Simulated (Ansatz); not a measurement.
# InTeCl: the cost of one run

Computed with Ansatz 0.2.0 (DFT, PBE, plane-wave PAW, default files, scalar-relativistic, as far as a step names no other, unless a step's input says otherwise).

## 1. Starting point

Symmetry: P2_1/c, No. 14, monoclinic system. Conventional cell: a = 7.622 Å, b = 14.293 Å, c = 7.203 Å, α = 90.00°, β = 93.09°, γ = 90.00°. In (site symmetry 1) is surrounded by 1 Cl at 2.41 Å and 3 Te at 2.80 to 2.86 Å. In (site symmetry 1) has 1 Cl at 2.42 Å and 3 Te at 2.80 to 2.92 Å as nearest neighbours. Te (site symmetry 1) is surrounded by 3 In at 2.81 to 2.86 Å. Te (site symmetry 1) is surrounded by 3 In at 2.80 to 2.92 Å. Cl (site symmetry 1) is surrounded by 1 In at 2.42 Å. Cl (site symmetry 1) is surrounded by 1 In at 2.41 Å.

As a file:

```
CELL_PARAMETERS angstrom
7.62164 0.00000 0.00000
0.00000 14.29310 0.00000
-0.38789 0.00000 7.19301
ATOMIC_POSITIONS crystal
In 0.20376 0.02346 0.87038
In 0.79624 0.52346 0.62962
In 0.79624 0.97654 0.12962
In 0.20376 0.47654 0.37038
In 0.17911 0.31050 0.87036
In 0.82089 0.81050 0.62964
In 0.82089 0.68950 0.12964
In 0.17911 0.18950 0.37036
Te 0.84576 0.99865 0.74176
Te 0.15424 0.49865 0.75824
Te 0.15424 0.00135 0.25824
Te 0.84576 0.50135 0.24176
Te 0.38891 0.17188 0.72039
Te 0.61109 0.67188 0.77961
Te 0.61109 0.82812 0.27961
Te 0.38891 0.32812 0.22039
Cl 0.93684 0.23454 0.01491
Cl 0.06316 0.73454 0.48509
Cl 0.06316 0.76546 0.98509
Cl 0.93684 0.26546 0.51491
Cl 0.60855 0.39866 0.72309
Cl 0.39145 0.89866 0.77691
Cl 0.39145 0.60134 0.27691
Cl 0.60855 0.10134 0.22309
```

## 2. Gradients at the starting positions

input.yaml

```yaml
crystal:
  lattice:
    - [7.621636047, 0.0, 0.0]
    - [0.0, 14.29310273, 0.0]
    - [-0.3878863659, 0.0, 7.1930146932]
  atoms:
    - { symbol: In, position: [0.20376256, 0.02345925, 0.87038465] }
    - { symbol: In, position: [0.79623744, 0.52345925, 0.62961535] }
    - { symbol: In, position: [0.79623744, 0.97654075, 0.12961535] }
    - { symbol: In, position: [0.20376256, 0.47654075, 0.37038465] }
    - { symbol: In, position: [0.17911164, 0.31050079, 0.87035996] }
    - { symbol: In, position: [0.82088836, 0.81050079, 0.62964004] }
    - { symbol: In, position: [0.82088836, 0.68949921, 0.12964004] }
    - { symbol: In, position: [0.17911164, 0.18949921, 0.37035996] }
    - { symbol: Te, position: [0.84576398, 0.99865435, 0.74176056] }
    - { symbol: Te, position: [0.15423602, 0.49865435, 0.75823944] }
    - { symbol: Te, position: [0.15423602, 0.00134565, 0.25823944] }
    - { symbol: Te, position: [0.84576398, 0.50134565, 0.24176056] }
    - { symbol: Te, position: [0.38891349, 0.17188413, 0.72038687] }
    - { symbol: Te, position: [0.61108651, 0.67188413, 0.77961313] }
    - { symbol: Te, position: [0.61108651, 0.82811587, 0.27961313] }
    - { symbol: Te, position: [0.38891349, 0.32811587, 0.22038687] }
    - { symbol: Cl, position: [0.93683603, 0.23454238, 0.0149138] }
    - { symbol: Cl, position: [0.06316397, 0.73454238, 0.4850862] }
    - { symbol: Cl, position: [0.06316397, 0.76545762, 0.9850862] }
    - { symbol: Cl, position: [0.93683603, 0.26545762, 0.5149138] }
    - { symbol: Cl, position: [0.6085504, 0.39866318, 0.72309437] }
    - { symbol: Cl, position: [0.3914496, 0.89866318, 0.77690563] }
    - { symbol: Cl, position: [0.3914496, 0.60133682, 0.27690563] }
    - { symbol: Cl, position: [0.6085504, 0.10133682, 0.22309437] }
kpoints:
  mp_grid: { grid: [4, 2, 4] }
scf:
  occupations: { method: fermi_dirac, width: 0.02 }
hamiltonian:
  xc: pbe
  pseudopotentials: { kind: paw }
output:
  forces: true
  stress: true
  populations: true
  efg:
    quadrupole_moments_barn: { In: 0.772, Cl: -0.08112 }
    contact_densities: true
  write_density: true
  write_potential: true
  elf: true
  volumetric_format: npy
```

The run is started by

```console
$ ansatz run input.yaml --threads 1 --pin off --max-ram 3072MiB --backend cpu --events-out ev --progress --plain --runs-dir out
```

Q: Estimate wall time and peak memory on 1 thread of Arm Neoverse V1, shared host.

About 6 min, with a peak of 2.2 GiB.
